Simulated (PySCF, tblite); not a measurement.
**C3H8ClFGe: geometry, infrared bands and NMR shifts**

Wanted: the infrared bands and NMR shifts of C3H8ClFGe (`[CH3][GeH2][C@@H](F)CCl`), by calculation.

The runs use tblite 0.8.0 and PySCF 2.14.0, with density-fitted response routines of our own; the level of theory stands in each step. All values are computed, except where a source is named. Atoms count from 0, in the outputs and in this text.

## (1) Starting geometry

14 atoms, charge 0, multiplicity 1; geometry from: force field or distance geometry start.

Bonds of the start (Å): C0–Ge1 1.93, Ge1–C2 1.94, C2–F3 1.37, C2–C4 1.53, C4–Cl5 1.78, C0–H6 1.10, C0–H7 1.12, C0–H8 1.11, Ge1–H9 1.55, Ge1–H10 1.56, C2–H11 1.11, C4–H12 1.12, C4–H13 1.08.

## (2) Relaxing the molecule with GFN2-xTB

The job: settings as JSON, then the geometry in Å.

```
{"job": {"kind": "relax", "xc": "GFN2-xTB", "basis": "xTB"}, "charge": 0, "multiplicity": 1}
C      2.222700     0.418300    -0.001500
Ge     0.592500    -0.432100    -0.597300
C     -0.809800    -0.425900     0.748000
F     -0.521400     0.446600     1.770300
C     -2.080700     0.086000     0.074800
Cl    -1.790400     1.722400    -0.550700
H      3.072400    -0.199900    -0.332200
H      2.311000     0.526400     1.111300
H      2.349800     1.413600    -0.482400
H      0.817000    -1.915800    -0.985900
H      0.043500     0.369700    -1.811700
H     -1.000100    -1.432800     1.167900
H     -2.229300    -0.589600    -0.807500
H     -2.977900     0.012500     0.674600
```

Started as:

```console
$ OMP_NUM_THREADS=1 python probes_run.py task.json out
```

The driver reads the jobs from task.json and runs them one after another.

**Question.** This job is followed by: GFN2-xTB harmonic vibrations, gas phase; GIAO PBE0/pcSseg-1 NMR shielding, non-relativistic, gas phase. Predict these results of the whole session: strongest single infrared mode (GFN2-xTB); zero-point energy (GFN2-xTB); ¹³C shifts against TMS (PBE0/pcSseg-1); ¹H shifts against TMS (PBE0/pcSseg-1, means over atoms taken as alike); ⁷³Ge shifts against GeMe4 (PBE0/pcSseg-1); ¹⁹F shifts against CFCl3 (PBE0/pcSseg-1); ³⁵Cl shifts against HCl (PBE0/pcSseg-1).

The runs gave:

| quantity | value |
| --- | --- |
| strongest single infrared mode (GFN2-xTB) | 2005 cm⁻¹, 530 km/mol |
| zero-point energy (GFN2-xTB) | 61.3 kcal/mol |
| ¹³C shifts against TMS (PBE0/pcSseg-1) | 99.7, 57.1, -4.1 ppm |
| ¹H shifts against TMS (PBE0/pcSseg-1, means over atoms taken as alike) | 5.42, 4.36, 4.34, 3.98, 3.87, 0.68 ppm |
| ⁷³Ge shifts against GeMe4 (PBE0/pcSseg-1) | -166 ppm |
| ¹⁹F shifts against CFCl3 (PBE0/pcSseg-1) | -235.4 ppm |
| ³⁵Cl shifts against HCl (PBE0/pcSseg-1) | 114 ppm |

In words: Relaxing lowered the energy by 0.456 eV in 121 steps; the close pair that moved most is Ge1–C2, from 1.943 to 2.015 Å. All 36 modes are real, so the xTB geometry is a minimum. The strongest single mode, at 2005 cm⁻¹, moves mainly H10. Unscaled tight-binding wavenumbers are off by several per cent, some by more. Its intensities can rank the bands wrongly. The most deshielded hydrogen is H11 (hydrogen on an sp3 CH bonded to F and Ge), at 5.42 ppm: its carbon carries F, an electronegative neighbour. At PBE0/pcSseg-1: The largest span, 430 ppm, is at Cl5, where the paramagnetic term is -312 ppm. Spin-orbit coupling is left out, which matters for shieldings and couplings at and beside the heavy atoms.
